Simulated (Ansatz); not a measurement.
Working through a single point of LuCd (distorted cell)

Computed with the Python package of Ansatz (0.2.0).

The script reads `POSCAR`:
```text
LuCd
1.0
   3.65727000   -0.00726000   -0.03731000
  -0.00726000    3.62482000    0.00455000
  -0.03731000    0.00455000    3.62624000
Lu Cd
1 1
Direct
   0.49593000    0.48940000    0.50373000
   0.99697000    0.99640000    0.01034000
```

The cells in order, each with its output:

**Cell 1**
```python
import ansatz as az
from ase.io import read
import numpy as np
```

**Cell 2**
```python
SETTINGS = {
    'mesh': (4, 4, 4),
    'smearing': 'fermi_dirac',
    'functional': 'r2SCAN',
}

atoms = read('POSCAR', format='vasp')
crystal = az.Crystal.from_ase(atoms)

len(crystal.resolved().sites)
```
Output:
```text
2
```

**Cell 3**
```python
# functional, basis and sampling
calc = (
    crystal.calculation()
    .kpoints(*SETTINGS['mesh'])
    .occupations(SETTINGS['smearing'])
    .functional(SETTINGS['functional'])
    .pseudopotentials('paw')
    .compute(band_table=True, density_of_states={'energy_step': 0.1, 'nscf_kmesh_spacing': 0.36})
)
planned = calc.session().plan(threads=1)
facts = planned.describe()
print('plan:', facts['n_bands'], 'bands,', len(facts['kpoints_frac']), 'k-points, plane waves', facts['n_pw_range'], 'grid', facts['fft_dense'])
res = planned.execute()
rep = res.report
```
Output:
```text
DeckWarning: basis.ecutwfc = 500 eV, auto-derived from the records' recommended cutoffs: set by Lu (their level for a meta-GGA)
plan: 27 bands, 36 k-points, plane waves [1209, 1233] grid [27, 27, 27]
```

**Cell 4**
```python
rep['n_iterations'], rep['closed_by']
```
Output:
```text
(8, 'deck_thresholds')
```

**Cell 5**
```python
res.unlabelled_reasons
```
Output:
```text
['no_forces']
```

**Cell 6**
```python
rep['converged'], rep['free_energy_ev']
```
Output:
```text
(True, -23012.383552146013)
```

**Cell 7**
```python
for key in ('converged', 'n_iterations', 'n_electrons', 'n_kpoints', 'n_pw', 'n_symmetry_ops', 'free_energy_ev', 'fermi_energy_ev'):
    print(f'{key:18s} {rep[key]}')

used = rep['setup']
print('cutoffs (eV):', used['ecut_ev'], used['ecutrho_ev'], ' FFT grid:', used['fft_dense'])
print('cell volume {:.3f} A^3, {} symmetry operations'.format(used['cell_volume_ang3'], used['n_sym_ops']))

gap = None if 'band_edges_ev' not in rep else rep['band_edges_ev'][1] - rep['band_edges_ev'][0]
print('gap on the k mesh:', 'withheld (metal, or smearing too wide to tell)' if gap is None else f'{gap:.3f} eV')
print('lowest empty less highest filled band, by band count:', round(rep['gap_by_band_count_ev'], 3), 'eV')

dos = res.density_of_states()
energy = np.asarray(dos.energies_ev) - dos.fermi_ev
top = min(levels[-1] for levels in rep['eigenvalues_ev']) - dos.fermi_ev  # the computed bands end here
total = np.asarray(dos.spin_summed_g_bin_mean_per_ev)
print('E - E_F (eV)   states/eV')
for e in np.arange(-8, min(6, top), 1.0):
    print(f'{e:8.1f} {np.interp(e, energy, total):12.3f}')
```
Output:
```text
converged          True
n_iterations       8
n_electrons        45.0
n_kpoints          36
n_pw               1227
n_symmetry_ops     1
free_energy_ev     -23012.383552146013
fermi_energy_ev    14.891807701577584
cutoffs (eV): 500.0 2000.0  FFT grid: [27, 27, 27]
cell volume 48.068 A^3, 1 symmetry operations
gap on the k mesh: withheld (metal, or smearing too wide to tell)
lowest empty less highest filled band, by band count: -2.431 eV
E - E_F (eV)   states/eV
    -8.0        0.009
    -7.0        0.247
    -6.0        0.732
    -5.0        0.964
    -4.0        0.629
    -3.0        0.271
    -2.0        1.066
    -1.0        1.076
     0.0        1.885
     1.0        1.177
     2.0        1.524
     3.0        0.963
```

Reading the output:
- Total energies depend on the potentials; only differences at equal settings carry meaning. A total without «per atom» is that of the cell as typed.
- The mesh is modest for a metal, so energies can be off by several to tens of meV an atom and pressures by half a GPa or more; differences at equal mesh fare better.
- Only differences from the Fermi energy are physical; the zero of the scale is a convention.
- A gap by band count of zero or less means overlapping bands, a metal, and at an odd count of electrons it is no gap at all.
- The cell is a database structure, distorted on purpose.
- Gaps and levels are Kohn-Sham values on a finite set of k-points, without spin-orbit coupling.
- Warnings are shown shortened and without file and line.
- The computed bands are complete only to about 4.2 eV above the Fermi level; beyond that the density of states is undercounted.
- Wall time of the script: 9.1 s on 1 thread of Intel(R) Xeon(R) 6975P-C (Granite Rapids) (shared host), peak memory 0.55 GiB.
